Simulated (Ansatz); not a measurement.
# BCl₂FH₁₀OSi₄ (built from SMILES F.[SiH3][Si]([SiH3])([SiH3])OB(Cl)Cl): a reaction path by the nudged elastic band

What path joins these two structures, and how high does it climb? Both ends were relaxed at PBE0-D4 in triple zeta.

Computed with Ansatz 0.2.0, Gaussian basis. Level: PBE0-D4/def2-SVP.

22 further runs of the same task are left out: 1 that didn't finish, 21 set aside as unsound or not needed.

## (1) Where the work starts

The first end: 19 atoms, charge 0, spin multiplicity 1.

Atoms are counted from 1 here; the program's logs count them from 0.

Bond lengths: B1–Cl2 1.790 Å, B1–Cl3 1.745 Å, B1–O4 1.321 Å, O4–Si5 1.693 Å, Si5–Si6 2.340 Å, Si5–Si7 2.350 Å, Si5–Si8 2.343 Å, Si6–H11 1.487 Å, Si6–H12 1.488 Å, Si6–H13 1.487 Å, Si7–H14 1.488 Å, Si7–H15 1.486 Å, Si7–H16 1.489 Å, Si8–H17 1.485 Å, Si8–H18 1.484 Å, Si8–H19 1.491 Å, H9–F10 0.927 Å. Angles: Cl2–B1–Cl3 117.7°, Cl2–B1–O4 120.7°, Cl3–B1–O4 121.6°, B1–O4–Si5 136.9°, O4–Si5–Si6 105.3°, O4–Si5–Si7 110.4°, O4–Si5–Si8 112.2°, Si6–Si5–Si7 109.2°, Si6–Si5–Si8 110.1°, Si7–Si5–Si8 109.6°, Si5–Si6–H11 110.8°, Si5–Si6–H12 107.8°, Si5–Si6–H13 110.5°, H11–Si6–H12 109.3°, H11–Si6–H13 109.2°, H12–Si6–H13 109.1°, Si5–Si7–H14 109.6°, Si5–Si7–H15 112.4° and more.

Geometry (Å):

```xyz
19
charge 0, multiplicity 1
B    -0.2812    0.9061    2.3108
Cl   -1.3973    2.1531    1.6748
Cl   -0.0495    0.8302    4.0383
O     0.3507    0.0862    1.4908
Si    0.4442   -0.1591   -0.1822
Si    2.3001   -1.5489   -0.5002
Si    0.8104    1.8816   -1.2882
Si   -1.4842   -1.1813   -1.0351
H    -2.9335    0.3735    1.7965
F    -2.9877   -0.5497    1.8628
H     2.1274   -2.8352    0.2247
H     2.4225   -1.8189   -1.9579
H     3.5403   -0.8804   -0.0236
H     1.6623    2.7615   -0.4430
H    -0.4574    2.5862   -1.6098
H     1.5299    1.5860   -2.5574
H    -2.6478   -0.2595   -1.0193
H    -1.8064   -2.4452   -0.3280
H    -1.1428   -1.4860   -2.4539
```

The second end:

```xyz
19
BCl2FH10OSi4
B    -0.53325   -0.00555    2.43559
Cl   -2.50330    2.41609    1.21304
Cl   -0.25246    0.54036    4.07710
O     0.38126    0.16907    1.48601
Si    0.48578   -0.13659   -0.16700
Si    2.29468   -1.59208   -0.48363
Si    0.91606    1.88716   -1.26433
Si   -1.44971   -1.14474   -1.02914
H    -3.19689    1.39156    1.54378
F    -1.68917   -0.62489    2.18646
H     2.07551   -2.86086    0.26192
H     2.39875   -1.89538   -1.93674
H     3.56548   -0.97155   -0.02412
H     2.12331    2.53730   -0.68875
H    -0.23627    2.82065   -1.17580
H     1.17413    1.56682   -2.69497
H    -2.65319   -0.29389   -0.83919
H    -1.68360   -2.47654   -0.41138
H    -1.21704   -1.32684   -2.48884
```

## (2) The band at PBE0-D4/def2-SVP

Input file neb/in.yaml:

```yaml
crystal:
  periodic: [false, false, false]
  atoms:
    - {symbol: B, position_ang: [-0.281153, 0.906091, 2.310771]}
    - {symbol: Cl, position_ang: [-1.397266, 2.153057, 1.674798]}
    - {symbol: Cl, position_ang: [-0.049484, 0.830163, 4.038279]}
    - {symbol: O, position_ang: [0.350676, 0.086232, 1.490782]}
    - {symbol: Si, position_ang: [0.444200, -0.159066, -0.182218]}
    - {symbol: Si, position_ang: [2.300052, -1.548859, -0.500170]}
    - {symbol: Si, position_ang: [0.810447, 1.881623, -1.288216]}
    - {symbol: Si, position_ang: [-1.484185, -1.181335, -1.035092]}
    - {symbol: H, position_ang: [-2.933472, 0.373472, 1.796504]}
    - {symbol: F, position_ang: [-2.987733, -0.549662, 1.862780]}
    - {symbol: H, position_ang: [2.127392, -2.835214, 0.224675]}
    - {symbol: H, position_ang: [2.422515, -1.818937, -1.957898]}
    - {symbol: H, position_ang: [3.540272, -0.880450, -0.023582]}
    - {symbol: H, position_ang: [1.662312, 2.761512, -0.443046]}
    - {symbol: H, position_ang: [-0.457418, 2.586207, -1.609837]}
    - {symbol: H, position_ang: [1.529888, 1.585957, -2.557430]}
    - {symbol: H, position_ang: [-2.647765, -0.259481, -1.019272]}
    - {symbol: H, position_ang: [-1.806415, -2.445199, -0.327957]}
    - {symbol: H, position_ang: [-1.142762, -1.486010, -2.453870]}
basis:
  gaussian: {orbitals: def2-SVP}
hamiltonian: {xc: pbe0, dispersion: d4}
neb:
  images: 5
  climbing: true
  max_iterations: 40
  initial_path: idpp
  final_atoms:
    - {symbol: B, position_ang: [-0.533250, -0.005550, 2.435588]}
    - {symbol: Cl, position_ang: [-2.503298, 2.416091, 1.213045]}
    - {symbol: Cl, position_ang: [-0.252460, 0.540364, 4.077102]}
    - {symbol: O, position_ang: [0.381264, 0.169066, 1.486012]}
    - {symbol: Si, position_ang: [0.485784, -0.136595, -0.167001]}
    - {symbol: Si, position_ang: [2.294683, -1.592084, -0.483628]}
    - {symbol: Si, position_ang: [0.916061, 1.887159, -1.264334]}
    - {symbol: Si, position_ang: [-1.449707, -1.144745, -1.029143]}
    - {symbol: H, position_ang: [-3.196887, 1.391560, 1.543776]}
    - {symbol: F, position_ang: [-1.689171, -0.624894, 2.186455]}
    - {symbol: H, position_ang: [2.075511, -2.860861, 0.261915]}
    - {symbol: H, position_ang: [2.398751, -1.895379, -1.936744]}
    - {symbol: H, position_ang: [3.565478, -0.971547, -0.024118]}
    - {symbol: H, position_ang: [2.123308, 2.537300, -0.688749]}
    - {symbol: H, position_ang: [-0.236269, 2.820654, -1.175802]}
    - {symbol: H, position_ang: [1.174125, 1.566825, -2.694966]}
    - {symbol: H, position_ang: [-2.653185, -0.293892, -0.839193]}
    - {symbol: H, position_ang: [-1.683602, -2.476536, -0.411379]}
    - {symbol: H, position_ang: [-1.217036, -1.326838, -2.488837]}
```

The run is started by

```sh
$ ansatz run in.yaml --threads 4 --pin off --events-out ev --progress --plain --max-ram 46080MiB --backend cuda --devices 0, --max-vram 37GiB
```

What does the calculation give? Wanted: from earlier runs: barrier over the separately found saddle, CCSD(T)/def2-TZVPP.

The runs gave:

| quantity | value |
| --- | --- |
| PBE0-D4/def2-SVP, 32 iterations | highest 0.648 eV (image 3), last end -0.530 eV |
| from earlier runs: barrier over the separately found saddle, CCSD(T)/def2-TZVPP | 0.975 eV |

The highest image lies 0.648 eV above the first end, and it climbed, so it estimates the saddle. The ends are not quite minima at this level (largest force component 0.55 eV/Å), so the heights are unreliable: relaxing the first end would lower it and raise the barrier above it. The highest image is 0.327 eV below the CCSD(T) barrier in triple zeta, which comes from separate runs on the saddle.
